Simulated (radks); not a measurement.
# Ni³⁺ in [Ar] 3d7: an all-electron calculation

Wanted: eigenvalues, radial structure and energy terms of the nickel ion Ni3+.

Program: radks (a radial shooting solver on a logarithmic mesh, Libxc functionals) version 1. Level of theory: Dirac Kohn-Sham, RPBE, spin-unpolarised, spherical densities, finite nucleus; open shells are shared between the two j in proportion to 2j + 1. These are calculated values, not measurements, unless marked.

### Step 1. The system

* element: nickel (Z = 28)
* charge: +3
* electrons: 25
* configuration: [Ar] 3d7
* nuclear rms radius: 3.7757 fm

The outer shells:

Ni³⁺
```
[Ar] core
3d [↑↓][↑↓][↑ ][↑ ][↑ ]
```

### Step 2. Self-consistent calculation

Input:

```text
Z 28
configuration [Ar] 3d7 4s0 4p0 4d0 4f0
relativity Dirac
functional rpbe,pbe
spin unpolarised
j_filling average
nucleus finite rms 3.7757 fm
c 137.035999084
```

Run with:

```console
$ python run_ks.py task.json out
```

This one command runs every case of the session in turn.

Q: Predict the outcome of this run.

**Answer**, as computed:

```
                        quantity                    value
                    total energy      -1518.43279 hartree
exchange-correlation share of it                   4.11 %
                            −T/E                   1.0162
          highest occupied level        3d5/2, -46.848 eV
    most extended occupied level  3d5/2, <r> = 0.898 bohr
 radius at density 0.001 e/bohr³                2.69 bohr
    maxima of the radial density                        3
         ionisation energy, NIST      54.9 (semi-emp.) eV
```

What this shows: 3 principal shells are occupied and 3 maxima appear in the radial density. −T/E is 1.016: with relativity the kinetic term as defined here no longer equals −E. The top level binds by 46.848 eV, 85 % of the NIST ionisation energy of 54.9 eV; the potential of a semilocal functional falls off too fast, so its top eigenvalue is too shallow. Spin polarisation and multiplet splitting are left out.
